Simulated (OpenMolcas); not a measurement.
# GaCNCl2 (SMILES N#[C][Ga]([Cl])[Cl]) at 6 levels

We compute a comparison of 6 runs (HF/STO-3G, HF/cc-pVDZ, BHLYP/cc-pVDZ, M06-2X/cc-pVDZ, PBE/cc-pVDZ, B3LYP/6-31G*) of GaCNCl2. 

Program for the calculation: OpenMolcas 26.06.

1 further run of the same task is left out (set aside as unsound or not needed).

## Step 1: The structure to begin with

GaCNCl2 has 5 atoms, charge 0, and is taken as a singlet. SMILES: `N#[C][Ga]([Cl])[Cl]`. The C2–Ga3 distance was set to 2.494 Å, away from the relaxed value.

Bond lengths: N1–C2 1.152 Å, Ga3–Cl4 2.106 Å, Ga3–Cl5 2.106 Å. Angles: Cl4–Ga3–Cl5 120.5°.

## Step 2: A single-point energy at HF/STO-3G (run 1)

The input, run.inp:

```
* CCl2GaN Hartree-Fock
>>> EXPORT MOLCAS_PRINT=2
&gateway
baslib=$CurrDir
coord
5
angstrom
N        1.117458      -1.619193       2.358245
C        0.701358      -1.016093       1.469445
Ga      -0.199400       0.288700      -0.455700
Cl      -1.735500      -0.526200      -1.643200
Cl       0.581700       2.197000      -0.881800
basis=STO-3G
group=NoSym
&seward
&scf
thresholds=1e-10 1e-07 1e-07 1e-05
prorbitals=1 1
```

The basis set STO-3G is read from a file made from the Basis Set Exchange's data (not shown).

The run is started by

```console
export MOLCAS_MEM=1860
pymolcas run.inp > run.log
```

Output:

```text
--- Start Module: gateway ---
[...]
--- Stop Module: gateway /rc=_RC_ALL_IS_WELL_ ---
--- Start Module: seward ---
[...]
      Basis functions           46
--- Stop Module: seward /rc=_RC_ALL_IS_WELL_ ---
[...]
--- Start Module: scf ---
[...]
       Convergence after  17 Iterations
[...]
::    Total SCF energy                              -2901.2348700863
[...]
      Total spin, S                                     0.0000000000
[...]
      Total electronic charge=   78.000000
      Total            charge=   -0.000000
[...]
      Dipole Moment (debye):
      Origin of the operator (angstrom)=   -0.1821    0.2636   -0.4188
                   X= -9.3130E-01               Y=  1.3500E+00               Z= -1.9899E+00           Total=  2.5786E+00
      Quadrupole Moment (debye*angstrom):
[...]
--- Stop Module: scf /rc=_RC_ALL_IS_WELL_ ---
[...]
```

It took 3 s on 1 thread of Intel Xeon Platinum 8259CL at 2.50GHz (Skylake/Cascade Lake), shared host; peak memory 0.38 GiB.

## Step 3: The energy at HF/cc-pVDZ (run 2)

The input, calc.input:

```
* CCl2GaN Hartree-Fock
>>> EXPORT MOLCAS_PRINT=2
&GATEWAY
BASLIB
$CurrDir
COORD
5
bohr
N      2.11168958    -3.05983131     4.45643718
C      1.32537454    -1.92013749     2.77684861
Ga    -0.37681139     0.54556393    -0.86114819
Cl    -3.27961969    -0.99437389    -3.10519797
Cl     1.09925369     4.15172830    -1.66636050
BASIS
cc-pVDZ
GROUP
NoSym
&SEWARD
&SCF
THRESHOLDS
1e-10 1e-07 1e-07 1e-05
PRORBITALS
0
```

The basis set cc-pVDZ is read from a file made from the Basis Set Exchange's data (not shown).

The run is started by

```console
export MOLCAS_MEM=1860
pymolcas calc.input > calc.log
```

Output:

```text
--- Start Module: gateway ---
[...]
--- Stop Module: gateway /rc=_RC_ALL_IS_WELL_ ---
--- Start Module: seward ---
[...]
      Basis functions           91
--- Stop Module: seward /rc=_RC_ALL_IS_WELL_ ---
[...]
--- Start Module: scf ---
[...]
       Convergence after  15 Iterations
[...]
::    Total SCF energy                              -2934.6182897301
[...]
      Total spin, S                                     0.0000000000
[...]
      Total electronic charge=   78.000000
      Total            charge=   -0.000000
[...]
      Dipole Moment (debye):
      Origin of the operator (angstrom)=   -0.1821    0.2636   -0.4188
                   X= -1.6942E+00               Y=  2.4556E+00               Z= -3.6207E+00           Total=  4.6914E+00
      Quadrupole Moment (debye*angstrom):
[...]
--- Stop Module: scf /rc=_RC_ALL_IS_WELL_ ---
[...]
```

Wall time 11 s (1 thread of Intel Xeon Platinum 8259CL at 2.50GHz (Skylake/Cascade Lake), shared host); peak memory 0.5 GiB.

Runs 3 to 5 aren't shown in full; the table further down has their settings and results.

## Step 4: A single-point energy at B3LYP/6-31G(d) (spherical functions) (run 6)

The input, calc.inp:

```
&GATEWAY
BASLIB
$CurrDir
COORD
5
bohr
N      2.11168958    -3.05983131     4.45643718
C      1.32537454    -1.92013749     2.77684861
Ga    -0.37681139     0.54556393    -0.86114819
Cl    -3.27961969    -0.99437389    -3.10519797
Cl     1.09925369     4.15172830    -1.66636050
BASIS
6-31Gs
GROUP
NoSym
&SEWARD
GRIDINPUT
Grid=UltraFine
End of Grid
&SCF
KSDFT
B3LYP
THRESHOLDS
1e-10 1e-07 1e-07 1e-05
PRORBITALS
1
```

The basis set 6-31G* is read from a file made from the Basis Set Exchange's data (not shown).

The run is started by

```console
export MOLCAS_MEM=1860
pymolcas calc.inp > calc.log
```

Output:

```text
--- Start Module: gateway ---
[...]
--- Stop Module: gateway /rc=_RC_ALL_IS_WELL_ ---
--- Start Module: seward ---
[...]
      Basis functions           96
--- Stop Module: seward /rc=_RC_ALL_IS_WELL_ ---
[...]
--- Start Module: scf ---
[...]
       Convergence after  16 Iterations
[...]
::    Total KS-DFT energy                           -2937.9103214431
[...]
      Total spin, S                                     0.0000000000
[...]
      Total electronic charge=   78.000000
      Total            charge=   -0.000000
[...]
      Dipole Moment (debye):
      Origin of the operator (angstrom)=   -0.1821    0.2636   -0.4188
                   X= -1.4794E+00               Y=  2.1443E+00               Z= -3.1617E+00           Total=  4.0968E+00
      Quadrupole Moment (debye*angstrom):
[...]
--- Stop Module: scf /rc=_RC_ALL_IS_WELL_ ---
[...]
```

Run time: 26 s. Hardware: 1 thread of Intel Xeon Platinum 8259CL at 2.50GHz (Skylake/Cascade Lake), shared host; peak memory 0.53 GiB.

## Step 5: Overview of the runs

| run | level | integration grid | energy (Eh) | dipole moment (D) | HOMO energy (eV) | LUMO energy (eV) | wall time |
| --- | --- | --- | --- | --- | --- | --- | --- |
| 1 | HF/STO-3G | – | -2901.234870 | 2.58 | -10.18 | 2.55 | 3 s |
| 2 | HF/cc-pVDZ | – | -2934.618290 | 4.69 | -12.39 | 0.01 | 11 s |
| 3 | BHLYP/cc-pVDZ | UltraFine | -2938.064380 | 4.43 | -10.53 | -2.64 | 26 s |
| 4 | M06-2X/cc-pVDZ | UltraFine | -2938.086502 | 4.28 | -10.71 | -2.56 | 34 s |
| 5 | PBE/cc-pVDZ | UltraFine | -2937.365035 | 3.81 | -7.89 | -4.29 | 32 s |
| 6 | B3LYP/6-31G* (spherical functions) | UltraFine | -2937.910321 | 4.10 | -9.08 | -3.88 | 26 s |

## Step 6: Outcome

| quantity | value |
| --- | --- |
| run 6: total energy | -2937.91032 Eh |
| run 6: dipole moment | 4.10 D |
| run 6: HOMO energy | -9.08 eV |
| run 6: LUMO energy | -3.88 eV |
| run 6: HOMO–LUMO gap | 5.20 eV |

What this shows: The dipole moment (its size) runs from 2.58 D (HF/STO-3G) to 4.69 D (HF/cc-pVDZ). The HOMO–LUMO gap runs from 3.60 eV (PBE/cc-pVDZ) to 12.73 eV (HF/STO-3G). The two ends differ in method and basis. Totals of different functionals can't be ranked against each other. In run 1 the basis is minimal, so the values are rough. All runs together took 2.2 min, the longest 34 s.
